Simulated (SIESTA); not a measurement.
NbTe under changes of volume

One of the cells (21.934 Å³/atom); the others are scaled copies at fixed shape and fractional positions:

```
Te Nb
1.0
     3.70297    0.00000    0.00000
    -1.85149    3.20687    0.00000
     0.00000    0.00000    3.69421
Te Nb
1 1
Direct
  0.66667 0.33333 0.00000
  0.00000 0.00000 0.50000
```

The cell comes from a database or a generator and needn't be the stable form of this composition.

* Program: SIESTA 5.4.2
* Functional: LDA
* Potentials or basis: PseudoDojo 0.4 standard (LDA files)
* Basis: DZP (energy shift 0.003 Ry; two zetas on semicore shells)
* Grid cutoff: 800 Ry
* Energy shift: 0.003 Ry
* k mesh: 8 × 8 × 7
* Occupations: fermi-dirac, width 0.05 eV
* Spin: no spin polarisation

| volume (Å³/atom) | energy over the lowest point (meV/atom) | pressure (GPa) |
| --- | --- | --- |
| 20.618 | 5.68 | 3.7 |
| 21.057 | 0.00 | 0.6 |
| 21.496 | 2.48 | -2.3 |
| 21.934 | 12.33 | -4.8 |
| 22.373 | ? | ? |
| 22.812 | 50.70 | -9.0 |
| 23.250 | 77.91 | -10.7 |

**Question.** What does the run at 22.373 Å³/atom give?

**Answer.** Energy over the lowest point 28.63 meV/atom; pressure -7.0 GPa.

Worked out: A Birch-Murnaghan fit of order 3 (a polynomial in V^(-2/3)) to the other rows has its minimum at 21.13 Å³/atom with B0 = V·E''(V) = 141 GPa and B' = 4.6 at fixed shape and positions, which overstates the stiffness. It gives 28.61 meV/atom at 22.373 Å³/atom, against the run's 28.63, and -dE/dV = -7.1 GPa, against -7.0.

Energies are extrapolated to zero smearing.

Caveats: the basis of atomic orbitals isn't converged, which shifts pressures, moduli and gaps.
